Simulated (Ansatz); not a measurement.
# CH3B2FO: up Jacob's ladder to CCSD(T)

The task here is to estimate one member of a computed series from the others.

Program: Ansatz 0.2.0, Gaussian basis. Level of theory: functionals in def2-TZVPP, the program's frozen cores in correlated methods. These are calculated values, not measurements.

The runs, in order: LDA (SPW92), PBE-D4, revPBE-D4, BLYP-D4, r2SCAN-D4, B97M-V, PBE0-D4, B3LYP-D4, r2SCANh-D4, r2SCAN0-D4, HSE06-D4, BHLYP-D4, CAM-B3LYP-D4, LC-ωPBE, ωB97X-V, ωB97M-V, B2PLYP, PBE-QIDH; CCSD(T)/def2-SVP; CCSD(T)/def2-TZVPP; MP2/def2-QZVPP; extrapolation to the limit; RPA on PBE.

## The geometry

All runs share one geometry, relaxed beforehand with PBE0-D4 in a triple-zeta def2 set.

SMILES `FB1CBO1`, 8 atoms, charge 0, spin multiplicity 1.

Atoms are counted from 1 here; the program's logs count them from 0.

Bond lengths: F1–B2 1.311 Å, B2–C3 1.570 Å, B2–O5 1.394 Å, C3–B4 1.582 Å, C3–H6 1.093 Å, C3–H7 1.089 Å, B4–O5 1.394 Å, B4–H8 1.192 Å. Angles: F1–B2–C3 137.5°, F1–B2–O5 123.2°, C3–B2–O5 99.2°, B2–C3–B4 74.8°, B2–C3–H6 114.1°, B2–C3–H7 121.2°, B4–C3–H6 113.2°, B4–C3–H7 121.2°, H6–C3–H7 108.9°, C3–B4–O5 98.6°, C3–B4–H8 138.4°, O5–B4–H8 122.9°, B2–O5–B4 86.7°.

Geometry (Å):

```xyz
8
CH3B2FO
F    -1.54742    1.62652   -0.57267
B    -0.69168    0.64738   -0.40248
C     0.48732    0.29633    0.57293
B     0.21740   -1.02978   -0.24566
O    -0.72050   -0.52983   -1.14826
H     1.43641    0.77538    0.31768
H     0.35385    0.32941    1.65286
H     0.55671   -2.17251   -0.23010
```

Set-up of the first run:

File in.yaml:

```yaml
crystal:
  periodic: [false, false, false]
  atoms:
    - {symbol: F, position_ang: [-1.547422, 1.626524, -0.572671]}
    - {symbol: B, position_ang: [-0.691676, 0.647375, -0.402485]}
    - {symbol: C, position_ang: [0.487323, 0.296328, 0.572929]}
    - {symbol: B, position_ang: [0.217399, -1.029782, -0.245655]}
    - {symbol: O, position_ang: [-0.720501, -0.529829, -1.148264]}
    - {symbol: H, position_ang: [1.436411, 0.775379, 0.317681]}
    - {symbol: H, position_ang: [0.353850, 0.329411, 1.652864]}
    - {symbol: H, position_ang: [0.556715, -2.172508, -0.230099]}
basis:
  gaussian: {orbitals: def2-TZVPP}
hamiltonian: {xc: lda}
output: {orbitals: {seedname: orbitals}}
```

Command:

```console
ansatz run in.yaml --threads 2 --pin off --events-out ev --progress --plain --max-ram 4352MiB
```

Among the steps run: LDA; PBE-D4 (GGA); revPBE-D4 (GGA); BLYP-D4 (GGA); r2SCAN-D4 (meta-GGA); B97M-V (meta-GGA); PBE0-D4 (hybrid); B3LYP-D4 (hybrid); r2SCANh-D4 (hybrid); r2SCAN0-D4 (hybrid); HSE06-D4 (hybrid); BHLYP-D4 (hybrid); CAM-B3LYP-D4 (range-separated); LC-ωPBE (range-separated); ωB97X-V (range-separated); ωB97M-V (range-separated); B2PLYP (double hybrid); PBE-QIDH (double hybrid).

One of the session's tables, all rows but one given; the rest of the session is left out.

It belongs to the step «Orbital energies across the functionals». 

| functional | HOMO (eV) | gap (eV) |
| --- | --- | --- |
| LDA (SPW92) | -7.45 | 5.34 |
| PBE-D4 | -7.30 | 5.49 |
| revPBE-D4 | -7.24 | 5.55 |
| BLYP-D4 | -7.19 | 5.52 |
| r2SCAN-D4 | -7.58 | 6.21 |
| B97M-V | -7.67 | 6.25 |
| PBE0-D4 | -8.70 | 7.93 |
| B3LYP-D4 | -8.48 | 7.46 |
| r2SCANh-D4 | -8.10 | 7.08 |
| r2SCAN0-D4 | -8.89 | 8.38 |
| HSE06-D4 | -8.29 | 7.14 |
| BHLYP-D4 | -10.02 | 10.30 |
| CAM-B3LYP-D4 | -10.15 | 10.47 |
| LC-ωPBE | -11.55 | 13.12 |
| ωB97X-V | ? | ? |
| ωB97M-V | -11.00 | 12.19 |

Q: Estimate the row for ωB97X-V from the others.

As computed: HOMO (eV): -11.15; gap (eV): 12.62. In the column «HOMO (eV)» it lies between LC-ωPBE (-11.55) and ωB97M-V (-11.00).
